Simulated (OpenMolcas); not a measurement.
# Hf²⁺ among point charges: CASSCF levels and susceptibility

How does a field of 6 point charges split the states of Hf²⁺, and what χT follows?

Method: state-averaged CASSCF, spin-orbit coupling by RASSI with atomic mean-field integrals. Code: OpenMolcas 26.06.

1 further run of the same task is left out (it didn't finish).

## (1) Starting point

```
Species                           : Hf²⁺ (hafnium, Z = 72, 70 electrons)
Basis                             : ANO-RCC-VDZP [7s6p4d2f1g], 68 functions
Scalar Hamiltonian                : DKH2, point nucleus
Inactive shells                   : 1s 2s 2p 3s 3p 3d 4s 4p 4d 4f 5s 5p
Active space                      : 2 electrons in 5 orbitals (5d)
Some configurations of this space : 5d2
Orbitals                          : optimised for each spin and parity, averaged over all roots
```

The outer shells:

5d2
```
5d [↑ ][↑ ][  ][  ][  ]
```

The ion sits among 6 point charges of -1.7 e arranged as a trigonal antiprism (D3d), 2.19 Å from the ion, with a polar angle of 49.3° against the regular 54.74°. The active orbitals were held to one l.

Each step is its own input file, run in one work folder so that later steps find the files of earlier ones. Labels, J, g values, rates, χT and fits are worked out afterwards by a script from the matrices that RASSI stores. The input lists half of the charges; inversion (Group=XYZ) makes the rest.

## (2) One- and two-electron integrals

a.inp reads:

```
&GATEWAY
Coord
1

Hf 0.0 0.0 0.0
Basis=ANO-RCC-VDZP
Group=XYZ
NoMove
AngMom=0.0 0.0 0.0
AMFI
XField
3 Angstrom 0
0.000000 1.659368 1.429195 -1.700000
1.437055 -0.829684 1.429195 -1.700000
1.437055 0.829684 -1.429195 -1.700000
&SEWARD
```

Command:

```console
$ OMP_NUM_THREADS=1 MOLCAS_MEM=1689 MOLCAS_PROJECT=a pymolcas a.inp > a.log
```

Output:

```text
Basis set label: HF.ANO-RCC...7S6P4D2F1G.

      Electronic valence basis set:
      ------------------
      Associated Effective Charge  72.000000 au
      Associated Actual Charge     72.000000 au
      Nuclear Model: Point charge

      Shell  nPrim  nBasis  Cartesian Spherical Contaminant
         s      24       7        X
         p      21       6        X
         d      15       4                 X
         f      11       2                 X
         g       4       1                 X
                  Relativistic Douglas-Kroll-Hess integrals:
                    - DKH order of Hamiltonian: 2
                    - DKH order of Properties : 0
                  Atomic mean-field integrals
```

## (3) Reference wave functions, triplets of even parity, 10 roots

a.inp reads:

```
&RASSCF
FileOrb=start.orb
Symmetry=1
Spin=3
nActEl=2 0 0
Inactive=15 19
Ras2=5 0
CIRoot=10 10 1
SDav=10
CIMx=300
Iter=120 100
PrWF=0.3
OrbListing=Nothing
MaxOrb=0
SupSym
1
20 4 5 6 7 8 10 11 12 13 14 16 17 18 19 20 23 24 25 26 27
0
>>> COPY $Project.JobIph JOB001
```

Command:

```console
$ OMP_NUM_THREADS=1 MOLCAS_MEM=1689 MOLCAS_PROJECT=a pymolcas a.inp > a.log
```

start.orb holds the contracted functions of the basis, ordered by shell, or the orbitals of the step before.

Output:

```text
Wave function specifications:
      -----------------------------

      Number of closed shell electrons          68
      Number of electrons in active shells       2
      Max number of holes in RAS1 space          0
      Max nr of electrons in RAS3 space          0
      Number of inactive orbitals               34
      Number of active orbitals                  5
      Number of secondary orbitals              29
      Spin quantum number                      1.0
      State symmetry                             1
Orbital specifications:
      -----------------------

      Symmetry species                           1   2
                                                ag  au
      Frozen orbitals                            0   0
      Inactive orbitals                         15  19
      Active orbitals                            5   0
      RAS1 orbitals                              0   0
      RAS2 orbitals                              5   0
      RAS3 orbitals                              0   0
      Secondary orbitals                        16  13
      Deleted orbitals                           0   0
      Number of basis functions                 36  32
      Number of CSFs                            10
      Number of root(s) required                10
      Iter CI   SX   CI       RASSCF       Energy    max ROT     max BLB   max BLB  Level Ln srch  Step   QN
          iter iter root      energy       change     param      element    value   shift minimum  type update
 Nr of preliminary CI iterations:   1
      Total energies have been shifted. Add               -15000.00 au
        1   1    7    0   -68.26246192    0.00E+00   7.18E-02   19  22 2  5.78E-02*  0.00   0.00    SX    NO
        2   1    6    0   -68.27467385   -1.22E-02*  1.46E-02   16  32 2 -3.90E-02*  0.00   0.00    SX    NO
        3   1    6    0   -68.27464875    2.51E-05*  9.23E-03   13  29 2  4.28E-02*  0.00   0.00    SX    NO
        4   1    6    0   -68.27436015    2.89E-04*  1.01E-02   16  32 2 -4.93E-02*  0.00   0.00    SX    NO
        5   1    6    0   -68.27395588    4.04E-04*  7.83E-03   16  32 2  5.73E-02*  0.00   0.46    SX   YES
        6   1    6    0   -68.27522110   -1.27E-03*  2.40E-03   16  32 2 -2.54E-02*  0.00   0.69    QN   YES
        7   1    4    0   -68.27553182   -3.11E-04* -1.91E-05   16  32 2 -1.91E-04*  0.00   1.01    QN   YES
        8   1    3    0   -68.27553184   -1.91E-08* -1.26E-06   18  24 2  3.78E-06   0.00   1.01    QN   YES
        9   1    2    0   -68.27553184    9.09E-12   1.05E-07   18  24 2  5.12E-07   0.00   0.18    QN   YES
      Convergence after  9 iterations
       10   1    2    0   -68.27553184   -2.55E-11   1.05E-07   13  29 2  1.68E-07   0.00   0.18    QN   YES
      Natural orbitals and occupation numbers for root  1
      sym 1:   0.999872   0.000128  -0.000000   0.000128   0.999872
      Natural orbitals and occupation numbers for root  2
      sym 1:   0.001986  -0.000000   0.998014   0.001986   0.998014
      Natural orbitals and occupation numbers for root  3
      sym 1:   0.998014   0.000000   0.998014   0.001986   0.001986
::    RASSCF root number  1 Total energy: -15068.39814472
::    RASSCF root number  2 Total energy: -15068.36311566
::    RASSCF root number  3 Total energy: -15068.36311565
::    RASSCF root number  4 Total energy: -15068.27932160
::    RASSCF root number  5 Total energy: -15068.26939062
::    RASSCF root number  6 Total energy: -15068.26939062
::    RASSCF root number  7 Total energy: -15068.25958048
::    RASSCF root number  8 Total energy: -15068.20782176
::    RASSCF root number  9 Total energy: -15068.20782175
::    RASSCF root number 10 Total energy: -15068.13761555
```

## (4) CASSCF: singlets of even parity, 15 roots

a.inp reads:

```
&RASSCF
FileOrb=start.orb
Symmetry=1
Spin=1
nActEl=2 0 0
Inactive=15 19
Ras2=5 0
CIRoot=15 15 1
SDav=15
CIMx=300
Iter=120 100
PrWF=0.3
OrbListing=Nothing
MaxOrb=0
SupSym
1
20 4 5 6 7 8 10 11 12 13 14 16 17 18 19 20 23 24 25 26 27
0
>>> COPY $Project.JobIph JOB002
```

Command:

```console
$ OMP_NUM_THREADS=1 MOLCAS_MEM=1689 MOLCAS_PROJECT=a pymolcas a.inp > a.log
```

Output:

```text
Wave function specifications:
      -----------------------------

      Number of closed shell electrons          68
      Number of electrons in active shells       2
      Max number of holes in RAS1 space          0
      Max nr of electrons in RAS3 space          0
      Number of inactive orbitals               34
      Number of active orbitals                  5
      Number of secondary orbitals              29
      Spin quantum number                      0.0
      State symmetry                             1
Orbital specifications:
      -----------------------

      Symmetry species                           1   2
                                                ag  au
      Frozen orbitals                            0   0
      Inactive orbitals                         15  19
      Active orbitals                            5   0
      RAS1 orbitals                              0   0
      RAS2 orbitals                              5   0
      RAS3 orbitals                              0   0
      Secondary orbitals                        16  13
      Deleted orbitals                           0   0
      Number of basis functions                 36  32
      Number of CSFs                            15
      Number of root(s) required                15
      Iter CI   SX   CI       RASSCF       Energy    max ROT     max BLB   max BLB  Level Ln srch  Step   QN
          iter iter root      energy       change     param      element    value   shift minimum  type update
 Nr of preliminary CI iterations:   1
      Total energies have been shifted. Add               -15000.00 au
        1   1    5    0   -68.23839807    0.00E+00  -1.28E-02   17  24 1 -4.18E-03*  0.00   0.00    SX    NO
        2   1    6    0   -68.23859850   -2.00E-04*  1.77E-03   19  25 2 -3.57E-03*  0.00   0.00    SX    NO
        3   1    5    0   -68.23860161   -3.12E-06*  1.31E-03   11  32 2 -4.43E-03*  0.00   0.00    SX    NO
        4   1    6    0   -68.23859847    3.14E-06*  1.15E-03   11  32 2  5.17E-03*  0.00   0.00    SX    NO
        5   1    6    0   -68.23859402    4.45E-06*  9.20E-04   11  32 2 -6.01E-03*  0.00   0.46    SX   YES
        6   1    5    0   -68.23860705   -1.30E-05*  3.02E-04   11  32 2  3.03E-03*  0.00   0.66    QN   YES
        7   1    3    0   -68.23861149   -4.44E-06*  6.03E-07   13  27 2  5.81E-06   0.00   1.00    QN   YES
        8   1    2    0   -68.23861149   -9.09E-12   1.87E-07   17  21 2  2.43E-07   0.00   0.59    QN   YES
      Convergence after  8 iterations
        9   1    2    0   -68.23861149   -5.46E-12   1.87E-07   10  26 2 -5.51E-08   0.00   0.59    QN   YES
      Natural orbitals and occupation numbers for root  1
      sym 1:   0.999495   0.000625   0.000343   0.000042   0.999495
      Natural orbitals and occupation numbers for root  2
      sym 1:   0.999493   0.000046   0.000334   0.000629   0.999497
      Natural orbitals and occupation numbers for root  3
      sym 1:   0.933460   0.007060   0.118963   0.007060   0.933457
::    RASSCF root number  1 Total energy: -15068.37079777
::    RASSCF root number  2 Total energy: -15068.37079777
::    RASSCF root number  3 Total energy: -15068.35402734
::    RASSCF root number  4 Total energy: -15068.32834010
::    RASSCF root number  5 Total energy: -15068.32834009
::    RASSCF root number  6 Total energy: -15068.26091092
::    RASSCF root number  7 Total energy: -15068.24024930
::    RASSCF root number  8 Total energy: -15068.24024930
::    RASSCF root number  9 Total energy: -15068.23663714
::    RASSCF root number 10 Total energy: -15068.23149287
::    RASSCF root number 11 Total energy: -15068.18615284
::    RASSCF root number 12 Total energy: -15068.18615283
::    RASSCF root number 13 Total energy: -15068.09695328
::    RASSCF root number 14 Total energy: -15068.09695328
::    RASSCF root number 15 Total energy: -15068.05111753
```

## (5) State interaction with spin-orbit coupling

a.inp reads:

```
&RASSI
NrOfJobIphs=2 10 15
1 2 3 4 5 6 7 8 9 10
1 2 3 4 5 6 7 8 9 10 11 12 13 14 15
IphNames
JOB001
JOB002
EJob
SpinOrbit
DIPRint=1.0
SOCoupling=1000.0
Subsets=2
Property=9
'ANGMOM' 1 'ANGMOM' 2 'ANGMOM' 3 'MLTPL  1' 1 'MLTPL  1' 2 'MLTPL  1' 3
'AMFI' 1 'AMFI' 2 'AMFI' 3
SOProperty=3
'ANGMOM' 1 'ANGMOM' 2 'ANGMOM' 3
```

Output:

```text
SPIN-FREE ENERGIES:
  (Shifted by EMIN (a.u.) =     -15068.3981447173)

 SF State       Relative EMIN(au)   Rel lowest level(eV)    D:o, cm**(-1)      L_eff

     1             0.0000000000        0.0000000000              0.0000         2.4
    11             0.0273469438        0.7441482495           6001.9604         3.5
    12             0.0273469438        0.7441482495           6001.9604         3.5
     2             0.0350290579        0.9531892250           7687.9896         2.9
     3             0.0350290659        0.9531894411           7687.9913         2.9
    13             0.0441173805        1.2004950823           9682.6458         2.4
    14             0.0698046199        1.8994804746          15320.3432         3.0
    15             0.0698046302        1.8994807534          15320.3455         3.0
     4             0.1188231177        3.2333417499          26078.6599         3.0
     5             0.1287540998        3.5035775394          28258.2586         2.7
     6             0.1287541005        3.5035775584          28258.2587         2.7
    16             0.1372337936        3.7343217634          30119.3363         3.0
     7             0.1385642403        3.7705250632          30411.3356         2.0
    17             0.1578954133        4.2965530765          34654.0376         3.0
    18             0.1578954138        4.2965530927          34654.0377         3.0
    19             0.1615075752        4.3948450106          35446.8155         3.6
    20             0.1666518517        4.5348279043          36575.8537         3.9
     8             0.1903229565        5.1789514821          41771.0607         1.6
     9             0.1903229625        5.1789516440          41771.0620         1.6
    21             0.2119918796        5.7685929176          46526.8396         3.7
    22             0.2119918892        5.7685931780          46526.8417         3.7
    10             0.2605291675        7.0893598042          57179.5430         2.8
    23             0.3011914408        8.1958366301          66103.8804         3.1
    24             0.3011914408        8.1958366301          66103.8804         3.1
    25             0.3470271922        9.4430909645          76163.6651         2.4
     Dipole printing threshold changed to   1.00000000E+00
Eigenvalues of complex Hamiltonian:
   -----------------------------------
  (Shifted by EMIN (a.u.) =     -15068.3981447173)

 SO State       Relative EMIN(au)   Rel lowest level(eV)    D:o, cm**(-1)     J-value

     1            -0.0017940682        0.0000000000              0.0000         2.1
     2            -0.0008303732        0.0262234764            211.5066         2.0
     3            -0.0008303732        0.0262234774            211.5066         2.0
     4             0.0250010934        0.7291334925           5880.8582         1.9
     5             0.0250010935        0.7291334957           5880.8582         1.9
     6             0.0318737488        0.9161479745           7389.2317         2.3
     7             0.0318737488        0.9161479726           7389.2317         2.3
     8             0.0339478371        0.9725867908           7844.4415         2.5
     9             0.0339478450        0.9725870050           7844.4432         2.5
    10             0.0381475068        1.0868656260           8766.1625         2.4
    11             0.0383063983        1.0911892824           8801.0351         2.4
    12             0.0448287317        1.2686710175          10232.5218         2.1
    13             0.0691545771        1.9306109919          15571.4278         2.5
    14             0.0691545871        1.9306112648          15571.4300         2.5
    15             0.1181292046        3.2632784964          26320.1161         1.6
    16             0.1181292045        3.2632784952          26320.1161         1.6
    17             0.1190167106        3.2874287656          26514.9012         1.9
    18             0.1270452570        3.5058966436          28276.9634         2.7
    19             0.1273400431        3.5139181807          28341.6615         2.7
    20             0.1283342404        3.5409716677          28559.8626         2.9
    21             0.1283342413        3.5409716926          28559.8628         2.9
    22             0.1308798952        3.6102424634          29118.5692         2.8
    23             0.1308798955        3.6102424706          29118.5693         2.8
    24             0.1358308943        3.7449660127          30205.1879         2.8
    25             0.1389060007        3.8286439211          30880.0958         1.8
    26             0.1402192277        3.8643786481          31168.3158         1.5
    27             0.1402192277        3.8643786477          31168.3158         1.5
    28             0.1586860757        4.3668871801          35221.3204         2.0
    29             0.1586860764        4.3668871995          35221.3206         2.0
    30             0.1617676902        4.4507421830          35897.6566         3.0
    31             0.1668614650        4.5893508565          37015.6110         2.8
    32             0.1880564739        5.1660964314          41667.3778         1.6
    33             0.1887316944        5.1844701153          41815.5715         1.6
    34             0.1902680524        5.2262765487          42152.7631         1.8
    35             0.1902680582        5.2262767046          42152.7644         1.8
    36             0.1928672583        5.2970045436          42723.2229         1.6
    37             0.1928672583        5.2970045420          42723.2229         1.6
    38             0.2118730538        5.8141785860          46894.5128         3.5
    39             0.2118730631        5.8141788386          46894.5149         3.5
    40             0.2615512658        7.1659915997          57797.6201         3.0
    41             0.2619288680        7.1762666806          57880.4942         2.7
Weights of the five most important spin-orbit-free states for each spin-orbit state.

 SO State  Total energy (au)           Spin-free states, spin, and weights
 -------------------------------------------------------------------------------------------------------
    1        -0.001794       1 1.0  0.9670   13 0.0  0.0220    3 1.0  0.0034    2 1.0  0.0034    6 1.0  0.0015
    2        -0.000830       1 1.0  0.9880    3 1.0  0.0060    4 1.0  0.0026   14 0.0  0.0015    5 1.0  0.0011
    3        -0.000830       1 1.0  0.9880    2 1.0  0.0060    4 1.0  0.0026   15 0.0  0.0015    6 1.0  0.0011
    4         0.025001      12 0.0  0.6990    3 1.0  0.1223    2 1.0  0.1218   11 0.0  0.0475    5 1.0  0.0057
    5         0.025001      11 0.0  0.6990    2 1.0  0.1223    3 1.0  0.1218   12 0.0  0.0475    6 1.0  0.0057
    6         0.031874       3 1.0  0.3742    2 1.0  0.3741   12 0.0  0.2311   11 0.0  0.0157   17 0.0  0.0015
    7         0.031874       2 1.0  0.3742    3 1.0  0.3741   11 0.0  0.2311   12 0.0  0.0157   18 0.0  0.0015
    8         0.033948       2 1.0  0.9726   15 0.0  0.0113    1 1.0  0.0069    4 1.0  0.0024    6 1.0  0.0020
    9         0.033948       3 1.0  0.9726   14 0.0  0.0113    1 1.0  0.0069    4 1.0  0.0024    5 1.0  0.0020
   10         0.038148       3 1.0  0.4623    2 1.0  0.4623   13 0.0  0.0665    7 1.0  0.0038    1 1.0  0.0018
   11         0.038306       3 1.0  0.4967    2 1.0  0.4967    4 1.0  0.0045   20 0.0  0.0017    9 1.0  0.0002
   12         0.044829      13 0.0  0.9028    3 1.0  0.0311    2 1.0  0.0311    1 1.0  0.0283    6 1.0  0.0022
```

These steps took 5 s in all on 1 thread of Arm Neoverse V2, shared host.

States without spin-orbit coupling:

```tsv
state	degeneracy	E (cm-1)	free-ion L (%)
3A2	1	0	F (65)
1E	2	6002	G (72)
3E	2	7688	F (94)
1A1	1	9683	D (54)
1E	2	15320	D (54)
3A1	1	26079	F (100)
3E	2	28258	F (83)
1A1	1	30119	G (56)
3A2	1	30411	P (57)
1E	2	34654	D (53)
1A1	1	35447	G (75)
1A2	1	36576	G (100)
3E	2	41771	P (77)
1E	2	46527	G (86)
3A2	1	57180	F (92)
1E	2	66104	D (50)
1A1	1	76164	S (55)
```

With spin-orbit coupling:

```
E (cm-1)  Degeneracy  Label  2S+1               g
     0.0           1     A1     3                
   211.5           2      E     3  0.00 0.00 3.60
    5881           2      E     1  0.00 0.00 4.03
    7389           2      E     3  0.00 0.00 1.01
    7844           2      E     3  0.00 0.00 3.13
    8766           1     A1     3                
    8801           1     A2     3                
   10233           1     A1     1                
   15571           2      E     1  0.00 0.00 3.04
   26320           2      E     3  0.00 0.00 2.24
   26515           1     A2     3                
   28277           1     A1     3                
   28342           1     A2     3                
   28560           2      E     3  0.00 0.00 1.97
   29119           2      E     3  0.00 0.00 5.81
   30205           1     A1     1                
   30880           1     A1     3                
   31168           2      E     3  0.00 0.00 5.77
   35221           2      E     1  0.00 0.00 2.20
   35898           1     A1     1                
   37016           1     A2     1                
   41667           1     A2     3                
   41816           1     A1     3                
   42153           2      E     3  0.00 0.00 1.32
```

Principal g values are given for doublets only; a zero marks a field direction without first-order Zeeman splitting.

Powder χT (cm³ K/mol): 0.01 at 2 K, 0.03 at 5 K, 0.05 at 10 K, 0.10 at 20 K, 0.26 at 50 K, 0.48 at 100 K, 0.62 at 150 K, 0.69 at 200 K, 0.73 at 250 K, 0.76 at 300 K.

## (6) What came out

| quantity | value |
| --- | --- |
| method | CASSCF |
| spin-free ground state | 3A2, 1-fold in its orbital part |
| first state of the same spin within the active space | 3E at 7690 cm⁻¹ |
| lowest level | 1-fold A1 |
| next level | 211.5 cm⁻¹ |
| χT at 300 K | 0.76 cm³ K/mol |
| effective moment at 300 K | 2.46 μB |

The spin-free ground state (3A2) comes to 65 % from free-ion F terms and keeps the highest spin of the shell. χT at 300 K is 0.76, against 1.00 cm³ K/mol for the spin alone, so spin-orbit coupling lowers it. The field of point charges can differ much from that of real complexes. Point charges carry no covalency, so the field is a model and not that of real ligands.
